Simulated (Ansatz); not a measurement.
# Hf3TlS4: the cost of one run

Method: DFT PBE, scalar-relativistic, plane waves, PAW, unless a step names another level, in Ansatz 0.2.0.

4 further runs of the same task are left out: 3 that didn't finish, 1 set aside as unsound or not needed.

### 1 Starting point

Symmetry: R-3m, No. 166, trigonal system. The conventional cell has a = 3.644 Å, b = 3.644 Å, c = 44.336 Å, α = 90.00°, β = 90.00°, γ = 120.00°. Around Hf (site symmetry 3m) lie 6 S at 2.57 to 2.58 Å. Hf (site symmetry -3m) has 6 S at 2.57 Å as nearest neighbours. Around Tl (site symmetry -3m) lie 6 S at 3.62 Å and 6 Tl at 3.64 Å. S (site symmetry 3m) has 6 Hf at 2.57 to 2.58 Å as nearest neighbours. S (site symmetry 3m) is surrounded by 3 Hf at 2.57 Å and 3 Tl at 3.62 Å.

Coordinates:

```xyz
8
Lattice="1.8220 1.0519 14.7787 -1.8220 1.0519 14.7787 0.0000 -2.1038 14.7787" Properties=species:S:1:pos:R:3 pbc="T T T"
Hf    0.0000    0.0000   10.3588
Hf    0.0000    0.0000   22.1680
Hf    0.0000    0.0000   33.9772
Tl    0.0000    0.0000    0.0000
S     0.0000    0.0000   38.4214
S     0.0000    0.0000    5.9145
S     0.0000    0.0000   17.7276
S     0.0000    0.0000   26.6084
```

It came out lowest among 25 distinct ends of the trial cells. At a tolerance of 0.05 Å it has space group R-3m (No. 166).

### 2 Electronic structure at the relaxed geometry

Contents of input.yaml:

```yaml
crystal:
  lattice:
    - [1.8219578386, 1.0519078486, 14.7786604215]
    - [-1.8219578386, 1.0519078486, 14.7786604215]
    - [0.0, -2.1038156971, 14.7786604215]
  atoms:
    - { symbol: Hf, position: [0.2336433886, 0.2336433886, 0.2336433886] }
    - { symbol: Hf, position: [0.5, 0.5, 0.5] }
    - { symbol: Hf, position: [0.7663566114, 0.7663566114, 0.7663566114] }
    - { symbol: Tl, position: [0.0, 0.0, 0.0] }
    - { symbol: S, position: [0.8665973808, 0.8665973808, 0.8665973808] }
    - { symbol: S, position: [0.1334026192, 0.1334026192, 0.1334026192] }
    - { symbol: S, position: [0.3998474336, 0.3998474336, 0.3998474336] }
    - { symbol: S, position: [0.6001525664, 0.6001525664, 0.6001525664] }
basis:
  ecutwfc: 420
kpoints:
  mp_grid: { grid: [12, 12, 12] }
  band_path:
    path:
      - [[0.0, 0.0, 0.0], [0.5, 0.5, 0.5], [0.82995584, 0.17004416, 0.5]]
      - [[0.5, -0.17004416, 0.17004416], [0.5, 0.0, 0.0], [0.0, 0.0, 0.0], [0.33502208, -0.33502208, 0.0]]
      - [[0.66497792, 0.0, 0.33502208], [0.5, 0.0, 0.5], [0.0, 0.0, 0.0]]
    npoints: 14
hamiltonian:
  xc: pbe
scf:
  occupations: { method: gaussian, width: 0.1 }
  n_extra_bands: 20
output:
  forces: true
  stress: true
  eigenvalues: true
  populations: true
  dos: { projected: true, de: 0.02, nscf_kmesh: { grid: [15, 15, 15] } }
  bader: true
  write_density: true
  write_potential: true
  elf: true
  volumetric_format: npy
```

Command:

```
$ ansatz run input.yaml --threads 1 --pin off --max-ram 2560MiB --backend cpu --events-out ev --progress --plain --runs-dir out
```

What time and memory should one allow on 1 thread of Intel Xeon Platinum 8259CL at 2.50GHz (Skylake/Cascade Lake), shared host?

About 8.1 min, with a peak of 2 GiB.
